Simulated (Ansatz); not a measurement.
Ta3AsAu2O13 under changes of volume

One of the cells (20.758 Å³/atom); the others are scaled copies at fixed shape and fractional positions:

```
CELL_PARAMETERS angstrom
5.24237 3.02668 4.14273
-5.24237 3.02668 4.14273
0.00000 -6.05337 4.14273
ATOMIC_POSITIONS crystal
Ta 0.23108 0.57229 0.23108
Ta 0.23108 0.23108 0.57229
Ta 0.57229 0.23108 0.23108
As 0.55878 0.55878 0.55878
Au 0.96559 0.96559 0.96559
Au 0.75105 0.75105 0.75105
O 0.40884 0.66762 0.40884
O 0.40884 0.40884 0.66762
O 0.66762 0.40884 0.40884
O 0.49726 0.01313 0.36024
O 0.36024 0.49726 0.01313
O 0.01313 0.36024 0.49726
O 0.36024 0.01313 0.49726
O 0.01313 0.49726 0.36024
O 0.49726 0.36024 0.01313
O 0.10963 0.74806 0.10963
O 0.10963 0.10963 0.74806
O 0.74806 0.10963 0.10963
O 0.30840 0.30840 0.30840
```

The cell was built by a generator and needn't be a form met in nature.

* Program: Ansatz 0.2.0
* Functional: PBE
* Potentials or basis: all-electron LAPW, scalar-relativistic
* Cutoff: 566 eV (chosen from the basis error)
* Basis error allowed: 0.003 eV/atom
* k mesh: 3 × 3 × 3
* Occupations: fermi-dirac, width 0.05 eV
* Spin: no spin polarisation

```csv
volume (Å³/atom),energy over the lowest point (meV/atom),pressure (GPa),gap on the mesh (eV),largest force (eV/Å)
19.512,26.79,7.3,1.28,1.385
19.927,?,?,?,?
20.343,2.75,2.2,1.17,0.429
20.758,0.00,0.0,1.11,0.009
21.173,2.58,-2.0,1.06,0.402
21.588,9.96,-3.7,1.00,0.777
22.003,21.63,-5.3,0.95,1.126
```

Task: What does the run at 19.927 Å³/atom give?

Result: Energy over the lowest point 11.45 meV/atom; pressure 4.6 GPa; gap on the mesh 1.22 eV; largest force 0.890 eV/Å.

Worked out: A Birch-Murnaghan fit of order 3 (a polynomial in V^(-2/3)) to the other rows has its minimum at 20.76 Å³/atom with B0 = V·E''(V) = 103 GPa and B' = 4.4 at fixed shape and positions, which overstates the stiffness. It gives 11.47 meV/atom at 19.927 Å³/atom, against the run's 11.45, and -dE/dV = 4.6 GPa, against 4.6. A straight line through the other rows of the gap, of slope -2.76 eV per unit of ln V, gives 1.22 eV, against the run's 1.22.

Energies are extrapolated to zero smearing.

Caveats: spin-orbit coupling is left out, which moves the levels of the heavy elements; an odd mesh through Γ misses points on the zone boundary, where band edges often lie; forces of over 1 eV/Å show positions far from the minimum, so gaps and moduli don't describe the material at rest (some runs).
